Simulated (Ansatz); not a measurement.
**CH3BOSe: rigid scan of one bond length in Python**

Wanted for CH3BOSe: a rigid scan of one bond length.

Program: Ansatz 0.2.0 through its Python package. Level of theory: B3LYP/def2-SVP. These are calculated values, not measurements.

## Step 1: Starting point

Bond lengths: Se1–C2 1.898 Å, C2–B3 1.547 Å, C2–O4 1.362 Å, B3–O4 1.420 Å, Se1–H5 1.560 Å, C2–H6 1.122 Å, B3–H7 1.239 Å. Angles: Se1–C2–B3 111.8°, Se1–C2–O4 112.8°, Se1–C2–H6 123.9°, B3–C2–O4 58.0°, B3–C2–H6 119.0°, O4–C2–H6 113.2°, C2–Se1–H5 92.0°, C2–B3–O4 54.5°, C2–B3–H7 137.1°, O4–B3–H7 144.9°, C2–O4–B3 67.5°.

Input file ch3bose.xyz:

```xyz
7

Se   -1.50690    0.12400   -1.06270
C    -0.30380    0.04270    0.40240
B     0.97160   -0.76050    0.05520
O    -0.10640   -1.22720    0.85350
H    -0.92860    1.49460   -1.53230
H    -0.25750    0.81260    1.21720
H     2.19290   -0.55430    0.02100
```

## Step 2: The code

Contents of scan.py:

```python
'''Potential curve of CH3BOSe along one bond.'''

import ansatz as az
import numpy as np

ch3bose = az.Crystal.molecule_from_extxyz('ch3bose.xyz')

symbols = [site.symbol for site in ch3bose.cartesian_sites]
start = np.array([site.position_ang for site in ch3bose.cartesian_sites])
axis = (start[5] - start[1]) / np.linalg.norm(start[5] - start[1])
moving = [5]
lengths, energies = [0.95, 1.03, 1.12, 1.23, 1.4, 1.68, 2.02, 2.47], []
for length in lengths:
    xyz = start.copy()
    xyz[moving] += (length - np.linalg.norm(start[5] - start[1])) * axis
    point = az.Crystal.molecule()
    for symbol, place in zip(symbols, xyz):
        point = point.atom(symbol, place.tolist())
    model = (
        point.calculation()
        .basis(gaussian='def2-SVP')
        .functional('b3lyp')
        .accuracy('medium')
        .scf(lower_state_search='light')
    )
    report = model.run().report
    energies.append(report['free_energy_ev'])
    print(f'r = {length:6.3f} A  E = {energies[-1]:.5f} eV  <S^2> = {abs(report["mean_field"]["state"]["spin_squared"]):.3f}')

print('energy above the lowest point (eV):', [round(e - min(energies), 3) for e in energies])
```

## Step 3: The input behind the calls

The package turns the script's settings into the engine's input (first run):

```yaml
crystal:
  periodic: [false, false, false]
  atoms:
    - { symbol: Se, position_ang: [-1.5069, 0.124, -1.0627] }
    - { symbol: C, position_ang: [-0.3038, 0.0427, 0.4024] }
    - { symbol: B, position_ang: [0.9716, -0.7605, 0.0552] }
    - { symbol: O, position_ang: [-0.1064, -1.2272, 0.8535] }
    - { symbol: H, position_ang: [-0.9286, 1.4946, -1.5323] }
    - { symbol: H, position_ang: [-0.2645961994017335, 0.694600779278734, 1.0923191517811566] }
    - { symbol: H, position_ang: [2.1929, -0.5543, 0.021] }
accuracy: medium
basis:
  gaussian:
    orbitals: def2-SVP
hamiltonian:
  xc: b3lyp
scf:
  lower_state_search: light
```

## Step 4: The run

Launch:

```
$ python scan.py
```

**Question.** What results will this script give? Wanted: range of energy; lowest point, distance.

The runs gave:

```
                  quantity     value
             runs compared         8
           range of energy  4.431 eV
lowest point, distance (Å)      1.12
```

The lowest point, at 1.12, lies inside the range. The ends stand 0.496 and 4.43 eV above it. The distance scanned is the script's pair 1, 5. The rest of the molecule is held rigid at a force-field or estimated start geometry, and the basis set is modest; single-reference methods fail as a bond breaks. b3lyp holds the VWN-RPA fit, as in Gaussian; the form of ORCA and Turbomole is b3lyp5. The orbitals are restricted, so S² is zero by construction. At long bonds an unrestricted state lies under the restricted one, by up to about 1 eV.
